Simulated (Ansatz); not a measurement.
Below is the output of a Python script on Ansatz 0.2.0 through its Python package that makes a convergence test of the k-point mesh of ZrTi, space group P-6m2. Write a script that gives it. Level of theory (first run): LDA, PAW, cutoff 450 eV, 3×3×2 k-points, Fermi-Dirac smearing of 0.1 eV. The script varies spacing (1/A): 0.8, 0.6, 0.5, 0.4, 0.33.

```xyz
2
Lattice="3.1090 0.0000 0.0000 -1.5545 2.6925 0.0000 0.0000 0.0000 4.9205" Properties=species:S:1:pos:R:3 pbc="T T T"
Zr    0.0000    0.0000    0.0000
Ti    0.0000    1.7950    2.4602
```

```console
$ python kconv_zrti.py
DeckWarning: output.stress: scf.convergence.dr2_threshold = 1e-8 eV is looser than the 2e-10 eV advised for a printed stress (1e-10 eV for each atom of the cell: 2). What an SCF threshold leaves in a stress goes as its square root, and in the free energy as the threshold itself, and one threshold admits the most on a small cell: of the crystals measured, under no hybrid functional and no lock of the moments, on runs that ended without the residual-converged pass, on stresses that held no [...]
spacing (1/A)   F/atom (eV)    iterations       P (GPa)      k-points
         0.8   -3263.82720             8        -9.129             6
         0.6   -3263.75972             7        -6.841             8
         0.5   -3263.78387             7        -7.289            10
         0.4   -3263.78041             7        -7.560            21
        0.33   -3263.78468             7        -7.549            30
0.8: -42.52 meV/atom
0.6: +24.97 meV/atom
0.5: +0.81 meV/atom  (within 1 meV)
0.4: +4.27 meV/atom
```
(Warnings from the package without file and line, shortened.)

The script that was run (others could print the same):

The script, `kconv_zrti.py`:
```python
"""Convergence of ZrTi with the k-point mesh."""

import ansatz as az


def main() -> None:
    zrti = (
        az.Lattice.from_parameters(3.108994, 3.108994, 4.920467, alpha=90, beta=90, gamma=120)
        .space_group(187)
        .atom("Zr", (0.0, 0.0, 0.0))
        .atom("Ti", (1 / 3, 2 / 3, 0.5))
    )

    job = (
        zrti.calculation()
        .functional("lda")
        .basis(450)
        .occupations("fermi_dirac", width=0.1)  # fractional filling near the Fermi level
        .scf(tolerance=1e-08)
        .stress()  # GPa
    )

    rows = []
    for value in [0.8, 0.6, 0.5, 0.4, 0.33]:
        data = job.kpoints(spacing=value).run().report
        rows.append((value, data["free_energy_ev"] / len(data["lattice"]["sites"]), data["n_iterations"], sum(data["stress_gpa"][i][i] for i in range(3)) / 3, data["n_kpoints"]))

    print("spacing (1/A)   F/atom (eV)    iterations       P (GPa)      k-points")
    for row in rows:
        print(f"{str(row[0]):>12s}  {row[1]:12.5f}  {row[2]:12d}  {row[3]:12.3f}  {row[4]:12d}")

    # differences from the last row
    for row in rows[:-1]:
        shift = 1000 * (row[1] - rows[-1][1])
        print(f"{row[0]}: {shift:+.2f} meV/atom" + ("  (within 1 meV)" if abs(shift) < 1 else ""))


if __name__ == "__main__":
    main()
```

Reading the output:
- No spin polarisation was allowed.
- Pressure is positive in compression.
- A row within the bound is followed by one outside it, so the series isn't shown to be converged.
- At these settings the cell as given stands under about -8 GPa, so it isn't at this functional's equilibrium volume.
- The structure comes from a database of computed cells and needn't be a stable or known phase.
- Shifts are counted from the finest mesh, which is itself no proven limit.
- Hardware and time: 6.2 s on 1 thread of Arm Neoverse V2, with other jobs on the host, peak memory 0.39 GiB.

(Lines on the test bed's own set-up are left out of the output.)
